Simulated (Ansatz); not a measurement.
The system is HfGe.

```
CELL_PARAMETERS angstrom
3.50084 0.00000 0.00000
0.00000 3.50084 0.00000
0.00000 0.00000 3.50084
ATOMIC_POSITIONS crystal
Hf 0.00000 0.00000 0.00000
Ge 0.50000 0.50000 0.50000
```

The cell was built by a generator and needn't be a form met in nature.

| Quantity | Value |
| --- | --- |
| Program | Ansatz 0.2.0 |
| Task | relaxation of cell and atoms |
| Functional | HSE03 |
| Potentials or basis | Ansatz PAW |
| Cutoff | 420 eV (not typed: the program's choice for these potentials) |
| k mesh | 4 × 4 × 4 |
| Occupations | fermi-dirac, width 0.05 eV |
| Spin | no spin polarisation |

At the start: volume 21.45 Å³/atom.

Problem. Where does the relaxation end?

Solution. It ends after 5 steps and the volume is 19.04 Å³/atom (-11.3 %); space group Pm-3m (No. 221, to 0.05 Å).

The path:
| step | energy change (eV) | largest force (eV/Å) | volume (Å³) |
| --- | --- | --- | --- |
| 1 | 0.0000 | 0.0000 | 42.91 |
| 2 | -0.1801 | 0.0000 | 36.93 |
| 3 | -0.1923 | 0.0000 | 38.24 |
| 4 | -0.1927 | 0.0000 | 38.07 |
| 5 | -0.1911 | 0.0000 | 38.07 |

Final structure:
```
CELL_PARAMETERS angstrom
3.36405 0.00000 0.00000
0.00000 3.36405 0.00000
0.00000 0.00000 3.36405
ATOMIC_POSITIONS crystal
Hf 0.00000 0.00000 0.00000
Ge 0.50000 0.50000 0.50000
```

Caveat: the k mesh is coarse (spacing up to 0.45 Å⁻¹), so the values aren't converged, least of all with exact exchange; the plane-wave basis is chosen anew once the cell has moved, so the energies of steps on either side of that aren't comparable; the PAW data sets come from PBE, with cores solved anew for the run's functional, which leaves a small shift of forces and pressure.
